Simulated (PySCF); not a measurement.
# C6H5F: the cost of one run

Programs: PySCF 2.14.0, with density-fitted response routines of our own. Each step states its level of theory. These are calculated values for one molecule in the gas phase, unless marked as measured. Atoms count from 0, in the outputs and in this text.

### 1 The starting structure

12 atoms, charge 0, multiplicity 1; geometry from: GFN2-xTB. The atoms were then displaced at random by about 0.01 Å, so the start is not that level's minimum.

Bonds of the start (Å): C0–C1 1.17, C1–C2 1.41, C2–C3 1.33, C2–C4 1.47, C4–C5 1.32, C5–F6 1.35, C0–H7 1.07, C3–H8 1.11, C3–H9 1.06, C4–H10 1.09, C5–H11 1.07.

### 2 Geometry optimisation at PBE0-D3(BJ)/def2-SVP

Job settings and geometry (Å):

```
{"job": {"xc": "PBE0", "basis": "def2-SVP", "d3": "d3bj", "grid": 1, "shake": 0.01, "kind": "geom"}, "charge": 0, "multiplicity": 1}
C     -1.995490     0.683570    -1.182530
C     -1.205490     0.254700    -0.432800
C     -0.271390    -0.282460     0.471280
C     -0.627190    -0.919450     1.578230
C      1.157330    -0.115770     0.158670
C      1.594960     0.524740    -0.914810
F      2.919850     0.653580    -1.161760
H     -2.715170     1.105490    -1.853010
H     -1.707500    -1.038930     1.824480
H      0.040310    -1.338760     2.293290
H      1.858900    -0.527850     0.880960
H      0.990560     0.972880    -1.671020
```

Run with:

```
$ OMP_NUM_THREADS=1 python probes_run.py task.json out
```

One launch serves the whole session: the jobs run in the order shown.

**Question.** How long does this first job take on 1 thread of Arm Neoverse N1, shared host, and how much memory does it need?

About 87 s, with a peak of 0.51 GiB.
